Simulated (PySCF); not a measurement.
**[TaO2Br2]−: shape, vibrations and bonding**

Task: relax [TaO2Br2]−, compute its harmonic modes and analyse its electrons. The species was built from a template and needn't be a known compound.

Computed with PySCF 2.14.0. Level: PBE, Ta def2-SVP with ECP60, O def2-SVP, Br def2-SVP; scalar-relativistic core potentials, no spin–orbit coupling.

3 further runs of the same task are left out: 2 for a known fault of the program, 1 that didn't finish.

## (1) The starting structure

5 atoms, charge -1, spin multiplicity 1.

Bond lengths: Ta1–O2 1.554 Å, Ta1–O3 1.554 Å, Ta1–Br4 2.437 Å, Ta1–Br5 2.437 Å. Angles: O2–Ta1–O3 109.5°, O2–Ta1–Br4 109.5°, O2–Ta1–Br5 109.5°, O3–Ta1–Br4 109.5°, O3–Ta1–Br5 109.5°, Br4–Ta1–Br5 109.5°.

Geometry (Å):

```xyz
5
charge -1, multiplicity 1
Ta    0.00000    0.00000    0.00000
O     0.89720    0.89720    0.89720
O    -0.89720   -0.89720    0.89720
Br    1.40680   -1.40680   -1.40680
Br   -1.40680    1.40680   -1.40680
```

Formal oxidation states: Ta +5.

## (2) SCF at the start, singlet

run.py (the lines that set the calculation) reads:

```python
mol = gto.M(atom='''
Ta     0.00000     0.00000     0.00000
O      0.89720     0.89720     0.89720
O     -0.89720    -0.89720     0.89720
Br     1.40680    -1.40680    -1.40680
Br    -1.40680     1.40680    -1.40680''',
    basis={'Ta': 'def2-SVP', 'O': 'def2-SVP', 'Br': 'def2-SVP'},
    ecp={'Ta': 'def2-SVP'},
    charge=-1, spin=0)
mf = dft.RKS(mol, xc='PBE')
mf.grids.atom_grid = (50, 194)
mf = mf.density_fit()  # fitting sets: Ta def2-universal-JKFIT, O def2-universal-JKFIT, Br def2-universal-JKFIT
mf.conv_tol = 1e-08; mf.max_cycle = 55
mf.kernel(dm0)  # dm0: free metal ions and neutral atoms
```

Launch:

```sh
$ OMP_NUM_THREADS=2 python run.py
```

Output:

```text
init E= -5425.11183056719
  HOMO = 0.079170599762167  LUMO = 0.124165967453052  gap/eV = 1.22439
cycle= 1 E= -5349.25738119608  delta_E= 75.9  |g|=  6.7  |ddm|= 5.41
  HOMO = 0.0858867428941464  LUMO = 0.0893561262157969  gap/eV = 0.09441
cycle= 2 E= -5290.38720620406  delta_E= 58.9  |g|= 11.4  |ddm|= 19.2
  HOMO = -0.101230778698393  LUMO = -0.0295087085553306  gap/eV = 1.95166
cycle= 3 E= -5329.53656710222  delta_E= -39.1  |g|= 7.59  |ddm|=   20
  HOMO = -0.0967807857207119  LUMO = 0.103392931507043  gap/eV = 5.44700
cycle= 4 E= -5353.27973258002  delta_E= -23.7  |g|= 2.41  |ddm|= 9.17
  HOMO = 0.0597584052435263  LUMO = 0.0855855859824133  gap/eV = 0.70279
cycle= 5 E= -5348.059769097  delta_E= 5.22  |g|= 5.31  |ddm|= 5.57
  HOMO = -0.0383966394368693  LUMO = 0.135330944947039  gap/eV = 4.72737
cycle= 6 E= -5354.32219972283  delta_E= -6.26  |g|= 0.459  |ddm|= 4.42
  HOMO = -0.0884477042904073  LUMO = 0.116895222418061  gap/eV = 5.58767
cycle= 7 E= -5354.37193802373  delta_E= -0.0497  |g|= 0.232  |ddm|= 0.726
  HOMO = -0.0584563994414448  LUMO = 0.133066858767651  gap/eV = 5.21161
cycle= 8 E= -5354.38081741346  delta_E= -0.00888  |g|= 0.0825  |ddm|= 0.239
  HOMO = -0.0632492858309911  LUMO = 0.129050509964197  gap/eV = 5.23274
cycle= 9 E= -5354.38204771388  delta_E= -0.00123  |g|= 0.0395  |ddm|= 0.0793
  HOMO = -0.0607168931792752  LUMO = 0.128976751188935  gap/eV = 5.16183
cycle= 10 E= -5354.3823791074  delta_E= -0.000331  |g|= 0.0106  |ddm|= 0.0344
  HOMO = -0.060251018681806  LUMO = 0.128915332356055  gap/eV = 5.14748
cycle= 11 E= -5354.38240089504  delta_E= -2.18e-05  |g|= 0.00126  |ddm|= 0.00745
  HOMO = -0.0601583756347751  LUMO = 0.128914954242159  gap/eV = 5.14495
cycle= 12 E= -5354.38240120701  delta_E= -3.12e-07  |g|= 0.0002  |ddm|= 0.00113
  HOMO = -0.0601811265541525  LUMO = 0.128894860280089  gap/eV = 5.14502
cycle= 13 E= -5354.38240121975  delta_E= -1.27e-08  |g|= 3.95e-05  |ddm|= 0.000315
  HOMO = -0.0601826192436142  LUMO = 0.128896005305334  gap/eV = 5.14509
cycle= 14 E= -5354.38240122019  delta_E= -4.43e-10  |g|= 5.37e-06  |ddm|= 4.78e-05
  HOMO = -0.0601813117425288  LUMO = 0.12889675992047  gap/eV = 5.14508
Extra cycle  E= -5354.38240122017  delta_E= 1.91e-11  |g|= 6.99e-06  |ddm|= 1.19e-05
converged SCF energy = -5354.38240122017
```

Wall time 6.8 s (2 threads of Arm Neoverse V1, shared host); peak memory 0.43 GiB.

Result: E = -5354.382401 Eh, HOMO -1.64 eV, LUMO 3.51 eV, Mulliken charge on Ta1 +0.39 e. 

## (3) Relaxation, singlet

Steps are kept in the start's point group, C2v.

run.py (the lines that set the calculation) reads:

```python
mol = gto.M(atom='''
Ta     0.00000     0.00000     0.52146
O      0.89720     0.89720     1.41866
O     -0.89720    -0.89720     1.41866
Br     1.40680    -1.40680    -0.88534
Br    -1.40680     1.40680    -0.88534''',
    basis={'Ta': 'def2-SVP', 'O': 'def2-SVP', 'Br': 'def2-SVP'},
    ecp={'Ta': 'def2-SVP'},
    charge=-1, spin=0)
mf = dft.RKS(mol, xc='PBE')
mf.grids.atom_grid = (50, 194)
mf = mf.density_fit()  # fitting sets: Ta def2-universal-JKFIT, O def2-universal-JKFIT, Br def2-universal-JKFIT
mf.conv_tol = 1e-08; mf.max_cycle = 55
mf.kernel(dm0)  # dm0: an SCF of this state at this start
# quasi-Newton relaxation in Cartesian coordinates to a largest gradient under 0.00045 Eh/bohr, steps kept in the point group
```

Launch:

```sh
$ OMP_NUM_THREADS=2 python run.py
```

No log is kept here; the results follow.

It took 40 s on 2 threads of Arm Neoverse V1, shared host.

Along the way:

| step | energy from step 1 (eV) | largest force component (eV/Å) |
| --- | --- | --- |
| 1 | 0.0000 | 19.8678 |
| 2 | -3.2055 | 4.1701 |
| 3 | -3.4524 | 1.5941 |
| 4 | -3.5065 | 0.1047 |
| 5 | -3.5096 | 0.0712 |
| 6 | -3.5101 | 0.0439 |
| 7 | -3.5101 | 0.0095 |

Distances of close pairs at the start and the end, largest changes first:

| bond | before (Å) | after (Å) | change (Å) |
| --- | --- | --- | --- |
| Ta1–O2 | 1.554 | 1.768 | +0.214 |
| Ta1–O3 | 1.554 | 1.768 | +0.214 |
| Ta1–Br4 | 2.437 | 2.562 | +0.126 |
| Ta1–Br5 | 2.437 | 2.562 | +0.126 |

It ends in C2v at E = -5354.511396 Eh.

| atom | x (Å) | y (Å) | z (Å) |
| --- | --- | --- | --- |
| Ta1 | 0.0000 | 0.0000 | 0.4552 |
| O2 | 0.9994 | 0.9994 | 1.5173 |
| O3 | -0.9994 | -0.9994 | 1.5173 |
| Br4 | 1.5146 | -1.5146 | -0.9509 |
| Br5 | -1.5146 | 1.5146 | -0.9509 |

## (4) The relaxed geometry turned into its symmetry frame

run.py (the lines that set the calculation) reads:

```python
mol = gto.M(atom='''
Ta     0.00000     0.00000     0.50693
O      0.99944     0.99944     1.56909
O     -0.99944    -0.99944     1.56909
Br     1.51459    -1.51459    -0.89918
Br    -1.51459     1.51459    -0.89918''',
    basis={'Ta': 'def2-SVP', 'O': 'def2-SVP', 'Br': 'def2-SVP'},
    ecp={'Ta': 'def2-SVP'},
    charge=-1, spin=0)
mf = dft.RKS(mol, xc='PBE')
mf.grids.atom_grid = (50, 194)
mf = mf.density_fit()  # fitting sets: Ta def2-universal-JKFIT, O def2-universal-JKFIT, Br def2-universal-JKFIT
mf.conv_tol = 1e-08; mf.max_cycle = 55
mf.kernel(dm0)  # dm0: free metal ions and neutral atoms
```

Launch:

```sh
$ OMP_NUM_THREADS=2 python run.py
```

Output:

```text
init E= -5424.98278519636
  HOMO = 0.0739423998650892  LUMO = 0.111550366213991  gap/eV = 1.02336
cycle= 1 E= -5347.99372460137  delta_E=   77  |g|= 7.03  |ddm|= 5.36
  HOMO = -0.0045573211756863  LUMO = 0.000587051930467703  gap/eV = 0.13999
cycle= 2 E= -5282.38823164259  delta_E= 65.6  |g|= 10.7  |ddm|= 20.2
  HOMO = -0.136253994287314  LUMO = -0.0552394802251395  gap/eV = 2.20452
cycle= 3 E= -5325.72652645698  delta_E= -43.3  |g|= 7.97  |ddm|= 20.7
  HOMO = 0.016135210837801  LUMO = 0.0621320430975965  gap/eV = 1.25164
cycle= 4 E= -5352.12338116054  delta_E= -26.4  |g|= 3.12  |ddm|= 7.84
  HOMO = -0.000634874768181137  LUMO = 0.0163026489153111  gap/eV = 0.46089
cycle= 5 E= -5342.93445365711  delta_E= 9.19  |g|= 6.11  |ddm|= 8.02
  HOMO = -0.0197729219840657  LUMO = 0.0973178738818492  gap/eV = 3.18620
cycle= 6 E= -5353.79852912516  delta_E= -10.9  |g|= 1.65  |ddm|= 7.37
  HOMO = -0.0885931874193143  LUMO = 0.0717032599846291  gap/eV = 4.36189
cycle= 7 E= -5354.19662006116  delta_E= -0.398  |g|= 1.17  |ddm|= 1.05
  HOMO = -0.0822091258582501  LUMO = 0.115401095238053  gap/eV = 5.37725
cycle= 8 E= -5354.35682382895  delta_E= -0.16  |g|= 0.833  |ddm|= 0.744
  HOMO = -0.0817066784559969  LUMO = 0.0929640324612749  gap/eV = 4.75303
cycle= 9 E= -5354.48227508194  delta_E= -0.125  |g|= 0.348  |ddm|= 0.418
  HOMO = -0.0604132190573564  LUMO = 0.0832213990662327  gap/eV = 3.90850
cycle= 10 E= -5354.50938584035  delta_E= -0.0271  |g|= 0.0768  |ddm|= 0.368
  HOMO = -0.0608511204401173  LUMO = 0.0834741555139185  gap/eV = 3.92729
cycle= 11 E= -5354.51128137384  delta_E= -0.0019  |g|= 0.018  |ddm|= 0.0947
  HOMO = -0.0619966700605814  LUMO = 0.0827687697502052  gap/eV = 3.93927
cycle= 12 E= -5354.51138619125  delta_E= -0.000105  |g|= 0.00584  |ddm|= 0.0219
  HOMO = -0.0628653527912736  LUMO = 0.0824829773597044  gap/eV = 3.95513
cycle= 13 E= -5354.51139519048  delta_E= -9e-06  |g|= 0.00196  |ddm|= 0.0072
  HOMO = -0.0627925525709022  LUMO = 0.0825086730200937  gap/eV = 3.95385
cycle= 14 E= -5354.51139589295  delta_E= -7.02e-07  |g|= 0.000652  |ddm|= 0.00127
  HOMO = -0.0627641010869114  LUMO = 0.0824970501770107  gap/eV = 3.95276
cycle= 15 E= -5354.51139598501  delta_E= -9.21e-08  |g|= 9.49e-05  |ddm|= 0.00044
  HOMO = -0.0627595106493545  LUMO = 0.082496000749023  gap/eV = 3.95260
cycle= 16 E= -5354.51139598685  delta_E= -1.84e-09  |g|= 7.31e-06  |ddm|= 6.37e-05
  HOMO = -0.0627591923587799  LUMO = 0.0824943877022369  gap/eV = 3.95255
Extra cycle  E= -5354.51139598673  delta_E= 1.18e-10  |g|= 2.52e-05  |ddm|= 2.56e-05
converged SCF energy = -5354.51139598673
```

Wall time 6.6 s (2 threads of Arm Neoverse V1, shared host).

Result: E = -5354.511396 Eh, HOMO -1.71 eV, LUMO 2.24 eV, Mulliken charge on Ta1 +0.59 e. 

## (5) Frequencies and infrared intensities

run.py (the lines that set the calculation): that of step 4 with these lines changed.

```diff
@@ -12,3 +12,4 @@
 mf = mf.density_fit()  # fitting sets: Ta def2-universal-JKFIT, O def2-universal-JKFIT, Br def2-universal-JKFIT
-mf.conv_tol = 1e-08; mf.max_cycle = 55
-mf.kernel(dm0)  # dm0: free metal ions and neutral atoms
+mf.conv_tol = 1e-10; mf.max_cycle = 55
+mf.kernel(dm0)  # dm0: the density of the relaxed state
+# Hessian and dipole derivatives by central differences of gradients, 0.02 bohr
```

Launch:

```sh
$ OMP_NUM_THREADS=2 python run.py
```

The driver keeps no SCF log for this step, only its results.

Run time: 75 s. Hardware: 2 threads of Arm Neoverse V1, shared host.

Point group C2v; negative numbers are unstable modes, and those under 60 cm⁻¹ are near the numerical noise:

| cm⁻¹ | km/mol | symmetry |
| --- | --- | --- |
| 66 | 0.1 | a1 |
| 110 | 4.9 | b2 |
| 151 | 0.0 | a2 |
| 158 | 4.2 | b1 |
| 208 | 4.8 | a1 |
| 257 | 61.6 | b1 |
| 318 | 11.6 | a1 |
| 876 | 174.2 | b2 |
| 919 | 96.6 | a1 |

## (6) Properties on a finer grid

run.py (the lines that set the calculation) reads:

```python
mol = gto.M(atom='''
Ta     0.00000     0.00000     0.45520
O      0.99944     0.99944     1.51735
O     -0.99944    -0.99944     1.51735
Br     1.51459    -1.51459    -0.95091
Br    -1.51459     1.51459    -0.95091''',
    basis={'Ta': 'def2-SVP', 'O': 'def2-SVP', 'Br': 'def2-SVP'},
    ecp={'Ta': 'def2-SVP'},
    charge=-1, spin=0)
mf = dft.RKS(mol, xc='PBE')
mf.grids.atom_grid = (75, 302)
mf = mf.density_fit()  # fitting sets: Ta def2-universal-JKFIT, O def2-universal-JKFIT, Br def2-universal-JKFIT
mf.conv_tol = 1e-09; mf.max_cycle = 55
mf.kernel(dm0)  # dm0: the density of the relaxed state
```

Launch:

```sh
$ OMP_NUM_THREADS=2 python run.py
```

Output:

```text
init E= -5354.511429948
  HOMO = -0.0628113058616363  LUMO = 0.0824941613426264  gap/eV = 3.95396
cycle= 1 E= -5354.5114300627  delta_E= -1.15e-07  |g|= 0.00064  |ddm|= 0.00122
  HOMO = -0.0626291638087068  LUMO = 0.0824767652996967  gap/eV = 3.94853
cycle= 2 E= -5354.51142868488  delta_E= 1.38e-06  |g|= 0.00268  |ddm|= 0.00215
  HOMO = -0.0627543767510923  LUMO = 0.0825169132293264  gap/eV = 3.95303
cycle= 3 E= -5354.51143013404  delta_E= -1.45e-06  |g|= 0.000186  |ddm|= 0.00184
  HOMO = -0.0627692970941776  LUMO = 0.0824995545408685  gap/eV = 3.95297
cycle= 4 E= -5354.5114301425  delta_E= -8.46e-09  |g|= 4.09e-05  |ddm|= 0.000245
  HOMO = -0.0627656299044305  LUMO = 0.0825019669147183  gap/eV = 3.95293
cycle= 5 E= -5354.51143014309  delta_E= -5.88e-10  |g|= 8.11e-06  |ddm|= 6.45e-05
  HOMO = -0.0627673877049556  LUMO = 0.0825021619431987  gap/eV = 3.95299
Extra cycle  E= -5354.51143014298  delta_E= 1.09e-10  |g|= 2.37e-05  |ddm|= 2.67e-05
converged SCF energy = -5354.51143014298
```

Run time: 17 s. Hardware: 2 threads of Arm Neoverse V1, shared host.

Result: E = -5354.511430 Eh, HOMO -1.71 eV, LUMO 2.24 eV, Mulliken charge on Ta1 +0.59 e, largest force component 0.021 eV/Å. 

Löwdin charges:

| atom | value (e) |
| --- | --- |
| Ta1 | -0.50 |
| O2 | -0.19 |
| O3 | -0.19 |
| Br4 | -0.06 |
| Br5 | -0.06 |

Mulliken charges: Ta1 +0.59, O2 -0.37, O3 -0.37, Br4 -0.42, Br5 -0.42 e.

Contacts (the nearest donor of each ligand) and Mayer bond orders:

| contact | distance (Å) | bond order |
| --- | --- | --- |
| Ta1–O2 (O) | 1.768 | 2.20 |
| Ta1–O3 (O) | 1.768 | 2.20 |
| Ta1–Br4 (Br) | 2.562 | 0.92 |
| Ta1–Br5 (Br) | 2.562 | 0.92 |

Mulliken populations of Ta1 outside the core potential: s 2.46, p 6.49, d 3.30, f 0.16.

Orbitals, density, ELF and potential are computed afterwards from the orbital file.

Frontier orbitals at PBE, with the share of their density that lies nearest to each atom:

| orbital | energy (eV) | lies on |
| --- | --- | --- |
| HOMO | -1.71 | O2, O3 about 48 % each |
| LUMO | 2.24 | Ta1 60 %; Br4, Br5 about 12 % each; O2, O3 about 8 % each |

ELF in a plane through or near 3 of the atoms.

Ten even steps from ' ' (0.00) to '@' (0.84):
```
                                                        
                                                        
                                                        
                                                        
                                                        
                        ........                        
                        ........                        
            ....      ..--++++--..      ....            
        ..::----::    ::%%@@@@%%::    ::----::..        
      ::++**######--..==@@----@@==..--######**++::      
    ::++##@@@@@@@@%%==--%%####%%--==%%@@@@@@@@##++::    
    ==**@@@@##====####====****====####====##@@@@**==    
  ..==##@@%%==****==%%**::::::::**%%==****==%%@@##==..  
  ..==##@@##--**##--%%%%--....--%%%%--##**--##@@##==..  
    --++@@@@**++++##@@%%--....--%%@@##++++**@@@@++--    
    ::==##%%@@@@@@@@@@##--    --##@@@@@@@@@@%%##==::    
      ::==++##%%%%##**++..    ..++**##%%%%##++==::      
        ::--==****++==--        --==++****==--::        
            ..::::::..            ..::::::..            
                                                        
```
The map spans 9.5 Å across and 7.7 Å up, centred on the molecule. Atoms in the plane (x, y in Å): Ta1 (0.0, 0.1), Br4 (2.1, -1.3), Br5 (-2.1, -1.3).

On the surface of density 0.002 e/bohr³ the electrostatic potential runs, from the 1st to the 99th percentile, from -5.35 V near O3 to -2.90 V near Ta1.

## (7) What came out

```
                                              quantity                           value
                                 state and point group                    singlet, C2v
                                                 modes   66 to 919 cm⁻¹, none unstable
strongest infrared band (modes within 1.5 cm⁻¹ summed)           876 cm⁻¹ (174 km/mol)
                                     zero-point energy                        0.190 eV
                               ideal gas, 298 K, 1 bar  S = 381.4, Cp = 91.6 J/(mol K)
                                 metal–ligand contacts                  1.77 to 2.56 Å
                                       frontier levels     HOMO -1.71 eV, LUMO 2.24 eV
                       dipole about the centre of mass                          2.92 D
                                   mean polarisability                         11.5 Å³
```

In words: All modes are real, so the structure is a minimum. The metal carries -0.50 e by Löwdin's partition against a formal +5, and bond orders to the nearest donors reach 2.20. Both measures hang on the basis. One start shape was tried, so another isomer may lie lower. These are double-zeta-type bases without diffuse functions. Spin–orbit coupling is left out.
